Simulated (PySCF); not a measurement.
**A gas-phase reaction: FGeH3 + Cl2 → ClFGeH2 + ClH**

Wanted: the reaction energy for `[F][GeH3]` + `ClCl` → `[F][GeH2][Cl]` + `Cl`.

Computed with PySCF 2.14.0; each step states its level. No surroundings beyond the atoms listed, unless a continuum is named. Atoms count from 0, parts from 1.

## (1) Starting point

Each species was relaxed by itself at PBE0-D3(BJ)/def2-SVPD.

## (2) Reaction energy: wB97M-D3(BJ)/def2-TZVPD

Job settings and geometry (Å):

```
{"job": {"kind": "react", "xc": "wB97M-D3(BJ)", "basis": "def2-TZVPD"}, "charge": 0, "multiplicity": 1}
-1 FGeH3 charge 0 multiplicity 1
F      1.674660     0.045720    -0.146300
Ge    -0.081460     0.010950    -0.012520
H     -0.384100    -0.486410     1.405790
H     -0.546870     1.452250    -0.249870
H     -0.565840    -0.957290    -1.098100

-1 Cl2 charge 0 multiplicity 1
Cl     1.014650     0.010220    -0.000300
Cl    -1.014720    -0.007820    -0.000250

+1 ClFGeH2 charge 0 multiplicity 1
F     -0.622380     1.041920    -1.149410
Ge     0.148370    -0.043910    -0.018870
Cl    -1.354510    -0.571360     1.430560
H      1.248260     0.753320     0.678770
H      0.537920    -1.294760    -0.803600

+1 ClH charge 0 multiplicity 1
Cl     0.644680     0.008050     0.000540
H     -0.643450    -0.006880     0.000590
```

Level: wB97M-D3(BJ)/def2-TZVPD reaction energy of separated species, gas phase.

On the command line:

```
> OMP_NUM_THREADS=1 python cluster_run.py task.json out
```

One launch serves the whole session: the jobs run in the order shown.

Log:

```text
species 1 (FGeH3)
coarse grid: 20136 points
cycle   1  E = -2178.6603577197  dE = -7.367e-01  |g| = 8.293e-01  |ddm| = 1.656e+00
cycle   2  E = -2178.6236772731  dE =  3.668e-02  |g| = 1.052e+00  |ddm| = 9.146e-01
cycle   3  E = -2178.7486709413  dE = -1.250e-01  |g| = 6.938e-02  |ddm| = 4.545e-01
cycle   4  E = -2178.7491309104  dE = -4.600e-04  |g| = 3.016e-02  |ddm| = 4.756e-02
cycle   5  E = -2178.7492454512  dE = -1.145e-04  |g| = 2.953e-03  |ddm| = 1.810e-02
cycle   6  E = -2178.7492483590  dE = -2.908e-06  |g| = 5.730e-04  |ddm| = 5.701e-03
final grid: 40760 points
cycle   7  E = -2178.7491721049  dE = -1.068e-07  |g| = 5.388e-04  |ddm| = 1.426e-03
cycle   8  E = -2178.7491720959  dE =  9.018e-09  |g| = 6.417e-04  |ddm| = 4.815e-04
cycle   9  E = -2178.7491721505  dE = -5.456e-08  |g| = 2.830e-05  |ddm| = 2.489e-04
cycle  10  E = -2178.7491721509  dE = -4.029e-10  |g| = 1.938e-05  |ddm| = 5.402e-05
converged SCF energy = -2178.7491721509

species 2 (Cl2)
coarse grid: 12632 points
cycle   1  E = -920.4762353212  dE =  6.388e-02  |g| = 2.472e-01  |ddm| = 1.180e+00
cycle   2  E = -920.4854152494  dE = -9.180e-03  |g| = 1.551e-01  |ddm| = 2.411e-01
cycle   3  E = -920.4902179007  dE = -4.803e-03  |g| = 1.247e-02  |ddm| = 9.692e-02
cycle   4  E = -920.4902873176  dE = -6.942e-05  |g| = 2.486e-03  |ddm| = 1.204e-02
cycle   5  E = -920.4902916734  dE = -4.356e-06  |g| = 2.986e-04  |ddm| = 3.875e-03
final grid: 23496 points
cycle   6  E = -920.4902476411  dE = -4.830e-08  |g| = 9.188e-05  |ddm| = 4.979e-04
cycle   7  E = -920.4902476446  dE = -3.534e-09  |g| = 4.799e-05  |ddm| = 1.125e-04
cycle   8  E = -920.4902476452  dE = -6.236e-10  |g| = 1.457e-05  |ddm| = 4.221e-05
converged SCF energy = -920.4902476452

species 3 (ClFGeH2)
coarse grid: 23976 points
cycle   1  E = -2638.3512375343  dE = -5.412e-01  |g| = 8.891e-01  |ddm| = 1.702e+00
cycle   2  E = -2638.3219568729  dE =  2.928e-02  |g| = 1.115e+00  |ddm| = 1.037e+00
cycle   3  E = -2638.4657743212  dE = -1.438e-01  |g| = 7.936e-02  |ddm| = 5.108e-01
cycle   4  E = -2638.4667160740  dE = -9.418e-04  |g| = 3.586e-02  |ddm| = 6.384e-02
cycle   5  E = -2638.4668932042  dE = -1.771e-04  |g| = 5.353e-03  |ddm| = 2.098e-02
cycle   6  E = -2638.4669039853  dE = -1.078e-05  |g| = 2.051e-03  |ddm| = 8.400e-03
cycle   7  E = -2638.4669053312  dE = -1.346e-06  |g| = 5.109e-04  |ddm| = 2.811e-03
final grid: 47136 points
cycle   8  E = -2638.4668319989  dE = -2.691e-07  |g| = 4.265e-04  |ddm| = 1.937e-03
cycle   9  E = -2638.4668320172  dE = -1.825e-08  |g| = 4.774e-04  |ddm| = 4.990e-04
cycle  10  E = -2638.4668320489  dE = -3.171e-08  |g| = 5.439e-05  |ddm| = 2.126e-04
cycle  11  E = -2638.4668320514  dE = -2.477e-09  |g| = 2.737e-05  |ddm| = 1.211e-04
cycle  12  E = -2638.4668320517  dE = -3.392e-10  |g| = 3.179e-06  |ddm| = 4.475e-05
converged SCF energy = -2638.4668320517

species 4 (ClH)
coarse grid: 8792 points
cycle   1  E = -460.8503332814  dE = -8.165e-02  |g| = 2.169e-01  |ddm| = 7.239e-01
cycle   2  E = -460.8625127846  dE = -1.218e-02  |g| = 1.397e-01  |ddm| = 2.651e-01
cycle   3  E = -460.8670521690  dE = -4.539e-03  |g| = 1.358e-02  |ddm| = 9.818e-02
cycle   4  E = -460.8670932521  dE = -4.108e-05  |g| = 3.364e-03  |ddm| = 9.545e-03
cycle   5  E = -460.8670995005  dE = -6.248e-06  |g| = 8.516e-04  |ddm| = 3.915e-03
final grid: 17120 points
cycle   6  E = -460.8670682305  dE = -3.716e-07  |g| = 3.676e-04  |ddm| = 8.891e-04
cycle   7  E = -460.8670682767  dE = -4.627e-08  |g| = 1.618e-04  |ddm| = 3.981e-04
cycle   8  E = -460.8670682833  dE = -6.573e-09  |g| = 4.221e-05  |ddm| = 1.295e-04
cycle   9  E = -460.8670682846  dE = -1.313e-09  |g| = 3.974e-06  |ddm| = 6.531e-05
cycle  10  E = -460.8670682846  dE = -4.547e-12  |g| = 8.166e-07  |ddm| = 3.313e-06
converged SCF energy = -460.8670682846

Reaction energy = -59.486 kcal/mol
```

It took 10 s on 1 thread of Arm Neoverse V2, shared host; peak memory 0.57 GiB.

Species by species (with the dispersion term, which the log's SCF energies lack):

```tsv
ν	species	energy (Eh)	HOMO (eV)
-1	[F][GeH3]	-2178.75178	-12.11
-1	ClCl	-920.49147	-11.18
+1	[F][GeH2][Cl]	-2638.47044	-11.58
+1	Cl	-460.86761	-11.93
```

## (3) Energies of the species: PBE0-D3(BJ)/def2-TZVPD

The job, as its differences from that of step 2:

```diff
@@ -1,2 +1,2 @@
-{"job": {"kind": "react", "xc": "wB97M-D3(BJ)", "basis": "def2-TZVPD"}, "charge": 0, "multiplicity": 1}
+{"job": {"kind": "react", "xc": "PBE0", "basis": "def2-TZVPD", "disp": "d3bj"}, "charge": 0, "multiplicity": 1}
 -1 FGeH3 charge 0 multiplicity 1
```

Method: PBE0-D3(BJ)/def2-TZVPD reaction energy of separated species, gas phase.

Log:

```text
species 1 (FGeH3)
coarse grid: 20136 points
cycle   1  E = -2178.2679512553  dE = -6.525e-01  |g| = 8.678e-01  |ddm| = 1.645e+00
cycle   2  E = -2178.0734352623  dE =  1.945e-01  |g| = 1.460e+00  |ddm| = 1.127e+00
cycle   3  E = -2178.3515800101  dE = -2.781e-01  |g| = 1.848e-01  |ddm| = 7.221e-01
cycle   4  E = -2178.3555650946  dE = -3.985e-03  |g| = 2.719e-02  |ddm| = 1.032e-01
cycle   5  E = -2178.3556379338  dE = -7.284e-05  |g| = 3.279e-03  |ddm| = 1.339e-02
cycle   6  E = -2178.3556398892  dE = -1.955e-06  |g| = 2.408e-04  |ddm| = 1.996e-03
final grid: 40760 points
cycle   7  E = -2178.3556366442  dE = -3.133e-08  |g| = 2.251e-04  |ddm| = 7.441e-04
cycle   8  E = -2178.3556366344  dE =  9.808e-09  |g| = 3.467e-04  |ddm| = 2.530e-04
cycle   9  E = -2178.3556366523  dE = -1.781e-08  |g| = 2.895e-05  |ddm| = 1.550e-04
cycle  10  E = -2178.3556366524  dE = -1.378e-10  |g| = 4.220e-06  |ddm| = 2.102e-05
converged SCF energy = -2178.3556366524

species 2 (Cl2)
coarse grid: 3248 points
cycle   1  E = -920.0848702689  dE =  1.015e-01  |g| = 1.608e-01  |ddm| = 1.191e+00
cycle   2  E = -920.0872207375  dE = -2.350e-03  |g| = 8.739e-02  |ddm| = 1.235e-01
cycle   3  E = -920.0886036102  dE = -1.383e-03  |g| = 3.229e-02  |ddm| = 7.027e-02
cycle   4  E = -920.0888547402  dE = -2.511e-04  |g| = 5.428e-04  |ddm| = 2.039e-02
cycle   5  E = -920.0888548495  dE = -1.093e-07  |g| = 2.230e-04  |ddm| = 9.350e-04
final grid: 23496 points
cycle   6  E = -920.0901486968  dE = -8.697e-06  |g| = 2.709e-03  |ddm| = 7.420e-03
cycle   7  E = -920.0901491302  dE = -4.333e-07  |g| = 1.503e-03  |ddm| = 3.011e-03
cycle   8  E = -920.0901493692  dE = -2.390e-07  |g| = 1.101e-04  |ddm| = 1.207e-03
cycle   9  E = -920.0901493717  dE = -2.577e-09  |g| = 4.180e-05  |ddm| = 9.862e-05
cycle  10  E = -920.0901493721  dE = -3.965e-10  |g| = 3.007e-06  |ddm| = 2.417e-05
converged SCF energy = -920.0901493721

species 3 (ClFGeH2)
coarse grid: 23976 points
cycle   1  E = -2637.7655217857  dE = -4.705e-01  |g| = 9.197e-01  |ddm| = 1.715e+00
cycle   2  E = -2637.5565822007  dE =  2.089e-01  |g| = 1.533e+00  |ddm| = 1.279e+00
cycle   3  E = -2637.8695469531  dE = -3.130e-01  |g| = 1.884e-01  |ddm| = 8.083e-01
cycle   4  E = -2637.8741496845  dE = -4.603e-03  |g| = 3.880e-02  |ddm| = 1.157e-01
cycle   5  E = -2637.8743287846  dE = -1.791e-04  |g| = 7.145e-03  |ddm| = 2.012e-02
cycle   6  E = -2637.8743389131  dE = -1.013e-05  |g| = 2.443e-03  |ddm| = 6.209e-03
cycle   7  E = -2637.8743404825  dE = -1.569e-06  |g| = 2.220e-04  |ddm| = 1.945e-03
final grid: 47136 points
cycle   8  E = -2637.8743946568  dE = -1.260e-07  |g| = 2.815e-04  |ddm| = 1.390e-03
cycle   9  E = -2637.8743946517  dE =  5.141e-09  |g| = 3.221e-04  |ddm| = 5.319e-04
cycle  10  E = -2637.8743946754  dE = -2.375e-08  |g| = 3.325e-05  |ddm| = 2.776e-04
cycle  11  E = -2637.8743946756  dE = -1.264e-10  |g| = 8.016e-06  |ddm| = 2.173e-05
converged SCF energy = -2637.8743946756

species 4 (ClH)
coarse grid: 2248 points
cycle   1  E = -460.6537840556  dE = -4.644e-02  |g| = 1.882e-01  |ddm| = 7.411e-01
cycle   2  E = -460.6558528254  dE = -2.069e-03  |g| = 1.902e-01  |ddm| = 3.151e-01
cycle   3  E = -460.6653815209  dE = -9.529e-03  |g| = 1.506e-02  |ddm| = 1.513e-01
cycle   4  E = -460.6654035779  dE = -2.206e-05  |g| = 2.693e-03  |ddm| = 7.323e-03
cycle   5  E = -460.6654051258  dE = -1.548e-06  |g| = 1.111e-03  |ddm| = 2.553e-03
final grid: 17120 points
cycle   6  E = -460.6658903418  dE = -4.429e-06  |g| = 2.164e-03  |ddm| = 7.337e-03
cycle   7  E = -460.6658903714  dE = -2.951e-08  |g| = 1.795e-03  |ddm| = 2.512e-03
cycle   8  E = -460.6658909890  dE = -6.177e-07  |g| = 1.533e-04  |ddm| = 1.363e-03
cycle   9  E = -460.6658909959  dE = -6.903e-09  |g| = 2.148e-05  |ddm| = 1.086e-04
cycle  10  E = -460.6658909960  dE = -1.007e-10  |g| = 4.934e-06  |ddm| = 1.681e-05
converged SCF energy = -460.6658909960

Reaction energy = -59.585 kcal/mol
```

It took 5.3 s on 1 thread of Arm Neoverse V2, shared host; peak memory 0.55 GiB.

Reaction energy at this level: -59.59 kcal/mol.

## (4) Reaction energy: MP2/def2-TZVPD

The job, as its differences from that of step 3:

```diff
@@ -1,2 +1,2 @@
-{"job": {"kind": "react", "xc": "PBE0", "basis": "def2-TZVPD", "disp": "d3bj"}, "charge": 0, "multiplicity": 1}
+{"job": {"kind": "react", "xc": "MP2", "basis": "def2-TZVPD"}, "charge": 0, "multiplicity": 1}
 -1 FGeH3 charge 0 multiplicity 1
```

Method: MP2/def2-TZVPD reaction energy of separated species, gas phase.

Log:

```text
species 1 (FGeH3)
final grid: 40760 points
cycle   1  E = -2176.5571527723  dE = -8.753e-01  |g| = 6.103e-01  |ddm| = 1.635e+00
cycle   2  E = -2176.6000206417  dE = -4.287e-02  |g| = 4.674e-01  |ddm| = 5.169e-01
cycle   3  E = -2176.6247840243  dE = -2.476e-02  |g| = 3.167e-02  |ddm| = 2.114e-01
cycle   4  E = -2176.6252544536  dE = -4.704e-04  |g| = 8.188e-03  |ddm| = 5.110e-02
cycle   5  E = -2176.6252748397  dE = -2.039e-05  |g| = 3.114e-03  |ddm| = 1.258e-02
cycle   6  E = -2176.6252763998  dE = -1.560e-06  |g| = 7.481e-04  |ddm| = 3.009e-03
cycle   7  E = -2176.6252766472  dE = -2.474e-07  |g| = 2.206e-04  |ddm| = 1.432e-03
cycle   8  E = -2176.6252766790  dE = -3.180e-08  |g| = 4.663e-05  |ddm| = 3.860e-04
cycle   9  E = -2176.6252766803  dE = -1.270e-09  |g| = 5.937e-06  |ddm| = 1.079e-04
cycle  10  E = -2176.6252766803  dE = -1.864e-11  |g| = 9.149e-07  |ddm| = 1.583e-05
converged SCF energy = -2176.6252766803

species 2 (Cl2)
final grid: 23496 points
cycle   1  E = -918.9653262347  dE =  6.011e-02  |g| = 2.590e-01  |ddm| = 1.186e+00
cycle   2  E = -918.9802783396  dE = -1.495e-02  |g| = 1.127e-01  |ddm| = 2.120e-01
cycle   3  E = -918.9828568083  dE = -2.578e-03  |g| = 1.988e-02  |ddm| = 7.487e-02
cycle   4  E = -918.9830776604  dE = -2.209e-04  |g| = 4.253e-03  |ddm| = 2.065e-02
cycle   5  E = -918.9830897665  dE = -1.211e-05  |g| = 7.297e-04  |ddm| = 5.118e-03
cycle   6  E = -918.9830899840  dE = -2.175e-07  |g| = 1.518e-04  |ddm| = 6.808e-04
cycle   7  E = -918.9830899932  dE = -9.229e-09  |g| = 2.307e-05  |ddm| = 1.886e-04
cycle   8  E = -918.9830899935  dE = -2.561e-10  |g| = 2.990e-06  |ddm| = 4.639e-05
converged SCF energy = -918.9830899935

species 3 (ClFGeH2)
final grid: 47136 points
cycle   1  E = -2635.5222141759  dE = -6.611e-01  |g| = 6.691e-01  |ddm| = 1.679e+00
cycle   2  E = -2635.5802045289  dE = -5.799e-02  |g| = 5.073e-01  |ddm| = 6.285e-01
cycle   3  E = -2635.6106953108  dE = -3.049e-02  |g| = 3.802e-02  |ddm| = 2.462e-01
cycle   4  E = -2635.6113349185  dE = -6.396e-04  |g| = 1.473e-02  |ddm| = 6.003e-02
cycle   5  E = -2635.6114101826  dE = -7.526e-05  |g| = 4.345e-03  |ddm| = 1.776e-02
cycle   6  E = -2635.6114180118  dE = -7.829e-06  |g| = 1.549e-03  |ddm| = 5.911e-03
cycle   7  E = -2635.6114192403  dE = -1.228e-06  |g| = 6.167e-04  |ddm| = 1.984e-03
cycle   8  E = -2635.6114194734  dE = -2.331e-07  |g| = 1.538e-04  |ddm| = 9.671e-04
cycle   9  E = -2635.6114194873  dE = -1.386e-08  |g| = 1.962e-05  |ddm| = 3.097e-04
cycle  10  E = -2635.6114194875  dE = -2.124e-10  |g| = 4.760e-06  |ddm| = 4.217e-05
converged SCF energy = -2635.6114194875

species 4 (ClH)
final grid: 17120 points
cycle   1  E = -460.0817351431  dE = -1.008e-01  |g| = 2.132e-01  |ddm| = 7.101e-01
cycle   2  E = -460.0969051748  dE = -1.517e-02  |g| = 8.401e-02  |ddm| = 2.053e-01
cycle   3  E = -460.0986385424  dE = -1.733e-03  |g| = 1.826e-02  |ddm| = 5.472e-02
cycle   4  E = -460.0988471083  dE = -2.086e-04  |g| = 6.315e-03  |ddm| = 1.638e-02
cycle   5  E = -460.0988771080  dE = -3.000e-05  |g| = 1.289e-03  |ddm| = 7.398e-03
cycle   6  E = -460.0988783241  dE = -1.216e-06  |g| = 2.807e-04  |ddm| = 1.659e-03
cycle   7  E = -460.0988783773  dE = -5.327e-08  |g| = 4.150e-05  |ddm| = 4.895e-04
cycle   8  E = -460.0988783781  dE = -7.335e-10  |g| = 7.806e-06  |ddm| = 6.177e-05
converged SCF energy = -460.0988783781

Reaction energy = -63.848 kcal/mol
```

Run time: 2.7 s. Hardware: 1 thread of Arm Neoverse V2, shared host; peak memory 0.41 GiB.

Reaction energy at this level: -63.85 kcal/mol.

## (5) Comparing the runs

Energies in kcal/mol, with wall time:

```tsv
run	reaction	time
wB97M-D3(BJ)/def2-TZVPD	-59.49	10 s
PBE0-D3(BJ)/def2-TZVPD	-59.59	5.3 s
MP2/def2-TZVPD	-63.85	2.7 s
```

## (6) Summary of results

| quantity | value |
| --- | --- |
| reaction energy (wB97M-D3(BJ)/def2-TZVPD) | -59.49 kcal/mol |
| ΔH, ΔG at 298 K (xTB thermal terms) | -60.0, -60.6 kcal/mol |
| range of the reaction energy over the runs of this table | -63.85 to -59.49 kcal/mol |

**Reading.** The reaction is exothermic by 60.0 kcal/mol in the gas phase; dispersion gives -0.20, and xTB itself gave -43.96 for the electronic energy (xTB energies and thermal terms come from the earlier relaxation of each species, not shown). No barrier was sought. xTB and this level differ widely in the electronic energy, so what comes from xTB (the thermal terms above all) is less safe here. The reaction energy runs from -63.85 (MP2/def2-TZVPD) to -59.49 kcal/mol (wB97M-D3(BJ)/def2-TZVPD).
